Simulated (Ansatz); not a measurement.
# Mg3NbO2: a trial structure relaxed

Aim: relax a trial structure of Mg3NbO2 and see where it ends.

Method: DFT PBE, scalar-relativistic, plane waves, PAW, in Ansatz 0.2.0.

1 further run of the same task is left out (set aside as unsound or not needed).

### Step 1. The system as given

It takes space group P6/mmm (No. 191, hexagonal). The conventional cell has a = 5.199 Å, b = 5.199 Å, c = 4.114 Å, α = 90.00°, β = 90.00°, γ = 120.00°. Mg (site symmetry mmm) has 2 O at 1.50 Å as nearest neighbours. Nb (site symmetry 6/mmm) is surrounded by 6 Mg at 2.60 Å. O (site symmetry -6m2) is surrounded by 3 Mg at 1.50 Å.

As a file:

```
Mg Nb O
1.0
     5.19865    0.00000    0.00000
    -2.59932    4.50216    0.00000
     0.00000    0.00000    4.11425
Mg Nb O
3 1 2
Cartesian
  2.5993 0.0000 2.0571
  -1.2997 2.2511 2.0571
  1.2997 2.2511 2.0571
  0.0000 0.0000 2.0571
  0.0000 3.0014 2.0571
  2.5993 1.5007 2.0571
```

The cell is invented: random cell by space group and Wyckoff sites (P6/mmm, No. 191). The dimensions are guesses.

### Step 2. Probe: one point on a coarse mesh

Input file input.yaml:

```yaml
crystal:
  lattice:
    - [5.19864931, 0.0, 0.0]
    - [-2.59932466, 4.50216237, 0.0]
    - [0.0, 0.0, 4.11425368]
  atoms:
    - { symbol: Mg, position: [0.5, 0.0, 0.5] }
    - { symbol: Mg, position: [0.0, 0.5, 0.5] }
    - { symbol: Mg, position: [0.5, 0.5, 0.5] }
    - { symbol: Nb, position: [0.0, 0.0, 0.5] }
    - { symbol: O, position: [0.33333333, 0.66666667, 0.5] }
    - { symbol: O, position: [0.66666667, 0.33333333, 0.5] }
basis:
  ecutwfc: 420
kpoints:
  mp_grid: { grid: [6, 6, 4] }
hamiltonian:
  xc: pbe
scf:
  occupations: { method: gaussian, width: 0.1 }
  lower_state_search: "off"
output:
  forces: true
  stress: true
  eigenvalues: true
```

On the command line:

```bash
$ ansatz run input.yaml --threads 1 --pin off --max-ram 2560MiB --backend cpu --events-out ev --progress --plain --runs-dir out
```

Further runs follow: coarse relaxation; another rough relaxation; final relaxation.

Before running it: what results should come out? Wanted: conventional cell; volume; energy over the elements; gap on the mesh; total moment.

As calculated:

| quantity | value |
| --- | --- |
| symmetry at the end (tolerance 0.05 Å) | space group P6/mmm (No. 191) |
| conventional cell | a = 6.558 Å, b = 6.558 Å, c = 3.120 Å, α = 90.00°, β = 90.00°, γ = 120.00° |
| volume | 19.36 Å³/atom |
| energy over the elements (uncorrected; H, N, O, F and Cl as molecules) | -0.58 eV/atom |
| gap on the mesh | none (metal) |
| total moment | 3.59 μB/cell |

**Reading.** The space group P6/mmm (No. 191) is kept, and the volume per atom grows by 20.7 % from the first guess. It lies below the elements, which doesn't yet make it stable: competing phases were not computed in this session. No finished test with a distortion of lower symmetry is shown, so the end may be a saddle point. Other magnetic orders were not searched.
